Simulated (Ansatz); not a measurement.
# C₂H₆BFGe: one species, many methods

The task here is to estimate one member of a computed series from the others.

Computed with Ansatz 0.2.0, Gaussian basis. Level: functionals in def2-TZVPP, the program's frozen cores in correlated methods.

The runs, in order: LDA (SPW92), PBE-D4, revPBE-D4, BLYP-D4, r2SCAN-D4, B97M-V, PBE0-D4, B3LYP-D4, r2SCANh-D4, r2SCAN0-D4, HSE06-D4, BHLYP-D4, CAM-B3LYP-D4, LC-ωPBE, ωB97X-V, ωB97M-V, B2PLYP, PBE-QIDH; CCSD(T)/def2-SVP; CCSD(T)/def2-TZVPP; MP2/def2-QZVPP; extrapolation to the limit; RPA on PBE.

### The relaxed structure

The geometry comes from an earlier relaxation with PBE0-D4 in a triple-zeta def2 set; it is a stationary point, not always the lowest conformer.

SMILES `C[CH]1[GeH2][B]1F`, 11 atoms, charge 0, spin multiplicity 1.

Atoms are counted from 1 here; the program's logs count them from 0.

Bond lengths: C1–C2 1.506 Å, C1–H6 1.091 Å, C1–H7 1.093 Å, C1–H8 1.095 Å, C2–Ge3 2.202 Å, C2–B4 1.487 Å, C2–H9 1.091 Å, Ge3–B4 1.983 Å, Ge3–H10 1.531 Å, Ge3–H11 1.540 Å, B4–F5 1.320 Å. Angles: C2–C1–H6 111.6°, C2–C1–H7 111.7°, C2–C1–H8 110.5°, H6–C1–H7 108.1°, H6–C1–H8 107.4°, H7–C1–H8 107.4°, C1–C2–Ge3 136.5°, C1–C2–B4 126.0°, C1–C2–H9 114.5°, Ge3–C2–B4 61.5°, Ge3–C2–H9 87.4°, B4–C2–H9 117.1°, C2–Ge3–B4 41.2°, C2–Ge3–H10 101.5°, C2–Ge3–H11 121.6°, B4–Ge3–H10 126.3°, B4–Ge3–H11 122.1°, H10–Ge3–H11 110.2° and more.

Set-up of the first run:

Contents of in.yaml:

```yaml
crystal:
  periodic: [false, false, false]
  atoms:
    - {symbol: C, position_ang: [-1.346385, -0.476791, 0.677798]}
    - {symbol: C, position_ang: [-0.136705, 0.358138, 0.350562]}
    - {symbol: Ge, position_ang: [1.789457, 0.046706, -0.669670]}
    - {symbol: B, position_ang: [0.111388, 1.070830, -0.930272]}
    - {symbol: F, position_ang: [-0.645670, 1.367456, -1.970694]}
    - {symbol: H, position_ang: [-1.844015, -0.833153, -0.225868]}
    - {symbol: H, position_ang: [-1.085491, -1.346203, 1.286041]}
    - {symbol: H, position_ang: [-2.077200, 0.111065, 1.243138]}
    - {symbol: H, position_ang: [0.434246, 0.686716, 1.220341]}
    - {symbol: H, position_ang: [2.776576, 0.204037, 0.489643]}
    - {symbol: H, position_ang: [2.089199, -1.245902, -1.450520]}
basis:
  gaussian: {orbitals: def2-TZVPP}
hamiltonian: {xc: lda}
output: {orbitals: {seedname: orbitals}}
```

The run is started by

```sh
ansatz run in.yaml --threads 4 --pin off --events-out ev --progress --plain --max-ram 10444MiB
```

Among the steps run: LDA; PBE-D4 (GGA); revPBE-D4 (GGA); BLYP-D4 (GGA); r2SCAN-D4 (meta-GGA); B97M-V (meta-GGA); PBE0-D4 (hybrid); B3LYP-D4 (hybrid); r2SCANh-D4 (hybrid); r2SCAN0-D4 (hybrid); HSE06-D4 (hybrid); BHLYP-D4 (hybrid); CAM-B3LYP-D4 (range-separated); LC-ωPBE (range-separated); ωB97X-V (range-separated); ωB97M-V (range-separated); B2PLYP (double hybrid); PBE-QIDH (double hybrid).

One of the session's tables, all rows but one given; the rest of the session is left out.

It belongs to the step «Frontier levels by functional». 

| functional | HOMO (eV) | gap (eV) |
| --- | --- | --- |
| LDA (SPW92) | ? | ? |
| PBE-D4 | -5.69 | 3.73 |
| revPBE-D4 | -5.62 | 3.76 |
| BLYP-D4 | -5.54 | 3.70 |
| r2SCAN-D4 | -5.89 | 4.11 |
| B97M-V | -5.87 | 4.16 |
| PBE0-D4 | -6.66 | 5.54 |
| B3LYP-D4 | -6.48 | 5.14 |
| r2SCANh-D4 | -6.25 | 4.78 |
| r2SCAN0-D4 | -6.79 | 5.77 |
| HSE06-D4 | -6.27 | 4.77 |
| BHLYP-D4 | -7.48 | 7.26 |
| CAM-B3LYP-D4 | -7.86 | 7.77 |
| LC-ωPBE | -9.09 | 10.11 |
| ωB97X-V | -8.79 | 9.71 |
| ωB97M-V | -8.68 | 9.42 |

**Question.** Estimate the row for LDA (SPW92).

**Answer.** HOMO (eV): -5.86; gap (eV): 3.68. In the column «HOMO (eV)» it lies between B97M-V (-5.87) and PBE-D4 (-5.69).
